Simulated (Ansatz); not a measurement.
**CH6GeSi (SMILES [CH2]1[SiH2][GeH2]1) at B2PLYP/cc-pVDZ**

What is the vertical ionisation energy of CH6GeSi at B2PLYP/cc-pVDZ? 

The calculation is run with Ansatz 0.2.0.

65 further runs of the same task are left out: 65 set aside as unsound or not needed. Runs told in other sessions of the task aren't counted.

**1. Starting point**

CH6GeSi: 9 atoms, total charge 0, spin state singlet. As SMILES, `[CH2]1[SiH2][GeH2]1`. The shape is that of a PBE0-D4/def2-TZVP optimisation.

Bond lengths: C1–Si2 1.880 Å, C1–Ge3 2.007 Å, Si2–Ge3 2.297 Å, C1–H4 1.087 Å, C1–H5 1.087 Å, Si2–H6 1.482 Å, Si2–H7 1.482 Å, Ge3–H8 1.529 Å, Ge3–H9 1.529 Å. Some angles: C1–Si2–Ge3 56.4°, Si2–C1–Ge3 72.4°, C1–Ge3–Si2 51.3°, C1–Si2–H6 117.1°, C1–Si2–H7 117.1°, Ge3–Si2–H6 121.0°, Ge3–Si2–H7 120.9°, Si2–C1–H4 117.9°, Si2–C1–H5 117.9°, Ge3–C1–H4 115.8°.

**2. The energy at B2PLYP/cc-pVDZ**

Input file job.yaml:

```yaml
crystal:
  periodic: [false, false, false]
  atoms:
    - {symbol: C, position_ang: [-0.726700, 0.082100, -0.693700]}
    - {symbol: Si, position_ang: [0.887500, 0.879500, -0.151400]}
    - {symbol: Ge, position_ang: [-0.040700, -0.948100, 0.885700]}
    - {symbol: H, position_ang: [-1.647500, 0.636600, -0.532900]}
    - {symbol: H, position_ang: [-0.737600, -0.453300, -1.639500]}
    - {symbol: H, position_ang: [0.802100, 2.227300, 0.458900]}
    - {symbol: H, position_ang: [2.050400, 0.731400, -1.058000]}
    - {symbol: H, position_ang: [0.399400, -2.377500, 0.568600]}
    - {symbol: H, position_ang: [-0.898400, -0.824300, 2.145300]}
basis:
  gaussian:
    orbitals: cc-pVDZ
total_charge: 0
hamiltonian:
  xc: {name: B2PLYP}
correlation:
  frozen_orbitals: {C: 1, Ge: 9, H: 0, Si: 5}
accuracy: high
output:
  orbitals: {seedname: orbitals}
```

Command:

```bash
ansatz run job.yaml --threads 1 --pin off --max-ram 3480MiB --events-out events.jsonl --progress --plain --runs-dir runs
```

Output:

```text
Warning: RAYON_NUM_THREADS=1 ignored (pool sized by the plan → 1); use --threads N
Functional definition: B2PLYP
  name "B2PLYP"
  parameter a = 0.53
  parameter c = 0.27
  exchange = (1 - a)*b88_x + a*exact_x
  correlation = (1 - c)*lyp_c + c*(mp2_os + mp2_ss)
2079 factors; integrals over basis functions are off by at most 4.8e-9 eV
mean field evaluation 1: about -65505.3473 eV, gradient 3.6e1 eV
mean field evaluation 2: about -65505.6289 eV, gradient 3.5e1 eV
mean field evaluation 4: about -65508.8128 eV, gradient 2.0e0 eV
mean field evaluation 8: about -65508.8339 eV, gradient 9.0e-2 eV
mean field evaluation 16: about -65508.8339 eV, gradient 7.9e-5 eV
mean field -65508.83389384 eV, -2407.4052421162 hartree, gradient 1.3e-8 eV, S^2 0.000000; 0 other end points of the search recorded, 0 dependent functions left out
15 core orbitals not correlated: weight in the atoms' cores, before any rotation towards them, 1.000 or more for the frozen orbitals, at most 0.000 for the correlated occupied ones
reference -65508.83392042 eV, -2407.4052430930 hartree; 14, 14 occupied and 60, 60 virtual orbitals, 2079 factors
second order -12.33035620 eV of doubles, -0.00000000 eV of singles
Total energy: -65512.16311659 eV, -2407.5275887958 hartree
```

It took 13 s on 1 thread of Arm Neoverse V2, shared host; peak memory 0.34 GiB.

**3. The doublet cation**

Input file input.yaml:

```yaml
crystal:
  periodic: [false, false, false]
  atoms:
    - {symbol: C, position_ang: [-0.726700, 0.082100, -0.693700]}
    - {symbol: Si, position_ang: [0.887500, 0.879500, -0.151400]}
    - {symbol: Ge, position_ang: [-0.040700, -0.948100, 0.885700]}
    - {symbol: H, position_ang: [-1.647500, 0.636600, -0.532900]}
    - {symbol: H, position_ang: [-0.737600, -0.453300, -1.639500]}
    - {symbol: H, position_ang: [0.802100, 2.227300, 0.458900]}
    - {symbol: H, position_ang: [2.050400, 0.731400, -1.058000]}
    - {symbol: H, position_ang: [0.399400, -2.377500, 0.568600]}
    - {symbol: H, position_ang: [-0.898400, -0.824300, 2.145300]}
basis:
  gaussian:
    orbitals: cc-pVDZ
total_charge: 1
magnetization:
  spin_polarized: true
  initial_magnetization: 1
hamiltonian:
  xc: {name: B2PLYP}
correlation:
  frozen_orbitals: {C: 1, Ge: 9, H: 0, Si: 5}
accuracy: high
output:
  orbitals: {seedname: orbitals}
```

Command:

```bash
ansatz run input.yaml --threads 1 --pin off --max-ram 3480MiB --events-out events.jsonl --progress --plain --runs-dir runs
```

Output (excerpt; [...] marks lines left out):

```text
Warning: RAYON_NUM_THREADS=1 ignored (pool sized by the plan → 1); use --threads N
[... 2 set-up lines as earlier in the session ...]
[...]
2077 factors; integrals over basis functions are off by at most 4.8e-9 eV
[...]
mean field -65500.55320449 eV, -2407.1009323953 hartree, gradient 8.6e-8 eV, S^2 0.754775; 3 other end points of the search recorded, 0 dependent functions left out
15 core orbitals not correlated: weight in the atoms' cores, before any rotation towards them, 1.000 or more for the frozen orbitals, at most 0.000 for the correlated occupied ones
reference -65500.55323169 eV, -2407.1009333950 hartree; 14, 13 occupied and 60, 61 virtual orbitals, 2077 factors
second order -11.42082697 eV of doubles, -0.00000000 eV of singles
Total energy: -65503.63685497 eV, -2407.2142544605 hartree
```

Run time: 21 s. Hardware: 1 thread of Arm Neoverse V2, shared host; peak memory 0.49 GiB.

**4. Summary of results**

Level: B2PLYP/cc-pVDZ, 15 core orbitals frozen.

```
                                                                quantity           value
                                           singlet CH6GeSi: total energy  -2407.52759 Eh
                      singlet CH6GeSi: HOMO energy (SCF part's orbitals)        -7.30 eV
                      singlet CH6GeSi: LUMO energy (SCF part's orbitals)         1.11 eV
                    singlet CH6GeSi: HOMO–LUMO gap (SCF part's orbitals)         8.41 eV
                                            doublet cation: total energy  -2407.21425 Eh
doublet cation: HOMO energy (SCF part's orbitals) (highest over α and β)       -14.45 eV
 doublet cation: LUMO energy (SCF part's orbitals) (lowest over α and β)        -9.26 eV
                                                    doublet cation: ⟨S²⟩           0.755
                      vertical ionisation energy (to the doublet cation)        8.526 eV
```

What this shows: The vertical ionisation energy comes to 8.53 eV (197 kcal/mol). −ε(HOMO) before ionisation, 7.30 eV, is 1.22 eV below this ionisation energy.
